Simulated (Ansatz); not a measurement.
# CH7FO2Si: the cost of one run

Method: RKS PBE-D4/def2-SVP, in Ansatz 0.2.0.

1 further run of the same task is left out (it didn't finish).

**1. The system as given**

Bond lengths: Si1–F2 2.004 Å, Si1–O3 1.604 Å, O3–C4 1.400 Å, Si1–H5 1.455 Å, Si1–H6 1.454 Å, Si1–O8 2.067 Å, C4–H9 1.089 Å, C4–H10 1.093 Å, C4–H11 1.090 Å, O8–H12 0.954 Å. Angles (14 of 18 angles, heavy atoms first): F2–Si1–O3 90.5°, F2–Si1–O8 68.5°, O3–Si1–O8 127.0°, Si1–O3–C4 132.1°, F2–Si1–H5 155.0°, F2–Si1–H6 83.4°, O3–Si1–H5 94.1°, O3–Si1–H6 122.4°, H5–Si1–O8 89.4°, H6–Si1–O8 103.4°, O3–C4–H9 111.6°, O3–C4–H10 109.3°, O3–C4–H11 108.1°, Si1–O8–H12 111.2°.

Structure file:

```xyz
12

Si   -0.7963    0.3991   -0.2385
F     1.0356    0.9947    0.3124
O    -0.3683   -1.1356   -0.0531
C     0.5081   -1.7633    0.8401
H    -1.8538    0.0969   -1.1911
H    -1.2186    1.2311    0.8761
H     0.9119    1.6139   -0.7127
O    -0.0050    1.7581   -1.5801
H     1.4081   -1.1714    1.0001
H     0.0048   -1.9078    1.7990
H     0.7779   -2.7341    0.4235
H    -0.4043    2.6183   -1.4756
```

**2. Pulling towards end A**

Springs on the bonds that form and break draw the guess towards this end; the thresholds are loose.

The input, input.yaml:

```yaml
crystal:
  periodic: [false, false, false]
  atoms:
    - { symbol: Si, position_ang: [-0.7963, 0.3991, -0.2385] }
    - { symbol: F, position_ang: [1.0356, 0.9947, 0.3124] }
    - { symbol: O, position_ang: [-0.3683, -1.1356, -0.0531] }
    - { symbol: C, position_ang: [0.5081, -1.7633, 0.8401] }
    - { symbol: H, position_ang: [-1.8538, 0.0969, -1.1911] }
    - { symbol: H, position_ang: [-1.2186, 1.2311, 0.8761] }
    - { symbol: H, position_ang: [0.9119, 1.6139, -0.7127] }
    - { symbol: O, position_ang: [-0.005, 1.7581, -1.5801] }
    - { symbol: H, position_ang: [1.4081, -1.1714, 1.0001] }
    - { symbol: H, position_ang: [0.0048, -1.9078, 1.799] }
    - { symbol: H, position_ang: [0.7779, -2.7341, 0.4235] }
    - { symbol: H, position_ang: [-0.4043, 2.6183, -1.4756] }
basis:
  gaussian: { orbitals: def2-SVP }
hamiltonian:
  xc: pbe
  dispersion: d4
relax:
  f_tol: 0.15
  max_steps: 25
  restrain:
    - { distance: [0, 7], at: 3.07, k: 30.0 }
    - { distance: [6, 1], at: 2.18, k: 30.0 }
    - { distance: [0, 1], at: 1.68, k: 30.0 }
    - { distance: [6, 7], at: 0.97, k: 30.0 }
```

Run with:

```
ansatz run input.yaml --threads 2 --pin off --max-ram 3072MiB --backend cpu --events-out ev --progress --plain --runs-dir out
```

Q: Estimate wall time and peak memory on 2 threads of Intel Xeon 6975P-C (Granite Rapids), shared host.

About 21 s, with a peak of 0.17 GiB.
